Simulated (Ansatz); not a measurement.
A run of Ansatz 0.2.0 is set up as follows.

The input input.yaml:

```yaml
crystal:
  lattice:
    - [-2.022982, 2.022982, 3.673617]
    - [2.022982, -2.022982, 3.673617]
    - [2.022982, 2.022982, -3.673617]
  atoms:
    - { symbol: Cu, position: [0.008646, 0.014122, 0.023824] }
    - { symbol: Cu, position: [0.730476, 0.247799, 0.488209] }
    - { symbol: Cu, position: [0.263405, 0.757175, 0.509104] }
    - { symbol: O, position: [0.504929, -0.003726, 0.501008] }
    - { symbol: O, position: [0.008464, 0.503083, 0.500197] }
hamiltonian:
  xc: pbesol
  pseudopotentials: { kind: paw }
kpoints:
  mp_grid: { grid: [9, 9, 9] }
scf:
  occupations: { method: fermi_dirac, width: 0.05 }
output:
  forces: true
  stress: true
  eigenvalues: true
  write_density: true
  write_potential: true
  elf: true
  volumetric_format: npy
```

Potentials or basis: Ansatz PAW.

Command:

```console
$ ansatz run input.yaml --threads 2 --pin off --max-ram 5632MiB --backend cpu --events-out ev --progress --plain --runs-dir out
```

Question: What does it give for the band gap on the k mesh?

Answer: None (metal or under the smearing width).

Question: Estimate the largest force.

Answer: 1.223 eV/Å.

Forces on the atoms (eV/Å):
```
Cu  -0.541 -0.224  0.026
Cu   0.014  0.187  1.209
Cu   0.025 -0.035 -0.636
O    0.061  0.086  0.023
O    0.441 -0.014 -0.623
```

Caveat: an odd number of electrons without spin polarisation forces a metal; a magnetic or distorted state may lie lower; the run has no spin polarisation, though such a crystal can be magnetic; semilocal functionals often make such compounds metallic where correlation or magnetic order opens a gap, which also shifts bond lengths; the PAW data sets come from PBE, with cores solved anew for the run's functional, which leaves a small shift of forces and pressure.
